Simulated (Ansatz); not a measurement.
Predict the output of the script below (Ansatz's Python interface).

`run_tae.py`:
```python
"""Energy to split CH3GeNS into its atoms."""

from collections import Counter

import ansatz as az


def energy(molecule, charge=0, unpaired=0):
    calc = molecule.calculation().basis(gaussian="def2-SVPD").functional("hf")
    if charge:
        calc = calc.charge(charge)
    if unpaired:
        calc = calc.spin("collinear", total=unpaired)
    return calc.run(threads=1).report["free_energy_ev"]


def main() -> None:
    ch3gens = (
        az.Crystal.molecule()
        .atom("N", (2.2856, -0.6389, 1.4813))
        .atom("C", (1.4687, -0.9534, 0.6767))
        .atom("S", (0.275, -1.4935, -0.5432))
        .atom("Ge", (-0.7467, 0.4264, -0.4317))
        .atom("H", (0.1149, 1.5819, -0.8387))
        .atom("H", (-1.3428, 0.6479, 1.0141))
        .atom("H", (-1.9935, 0.3615, -1.4043))
    )

    # unpaired electrons of the ground-state atoms
    unpaired = {"N": 3, "C": 2, "S": 2, "Ge": 2, "H": 1}
    counts = Counter(site.symbol for site in ch3gens.cartesian_sites)
    atom_energy = {s: energy(az.Crystal.molecule().atom(s, (0, 0, 0)), 0, unpaired[s]) for s in counts}
    whole = energy(ch3gens, 0, 0)
    for s, e in atom_energy.items():
        print(f"{s:2s} x{counts[s]}  {e:14.5f} eV")
    print(f"CH3GeNS: {whole:.5f} eV")
    split = sum(counts[s] * e for s, e in atom_energy.items()) - whole
    print(f"atomisation energy (no zero-point term): {split:.3f} eV, {split / sum(counts.values()):.3f} eV an atom")


if __name__ == "__main__":
    main()
```

```console
$ python run_tae.py
N  x1     -1478.59221 eV
C  x1     -1024.40679 eV
S  x1    -10813.02816 eV
Ge x1    -56465.21878 eV
H  x3       -13.58606 eV
CH3GeNS: -69837.56422 eV
atomisation energy (no zero-point term): 15.560 eV, 2.223 eV an atom
```

15.560 eV from the electronic energies, without the zero-point term.

Notes:
- Total energies depend on the basis set; only differences at equal settings carry meaning.
- The geometry is a force-field or estimated start, not a minimum of this method, and the basis set is short of its limit. All parts are taken at fixed geometry, without zero-point energy.
- Hartree-Fock leaves correlation out, so bond, atomisation and ionisation energies come out well too low.
- Timing: 2.5 s on 1 thread of Arm Neoverse V2, on a shared host, peak memory 0.32 GiB.

(Lines on the test bed's own set-up are left out of the output.)
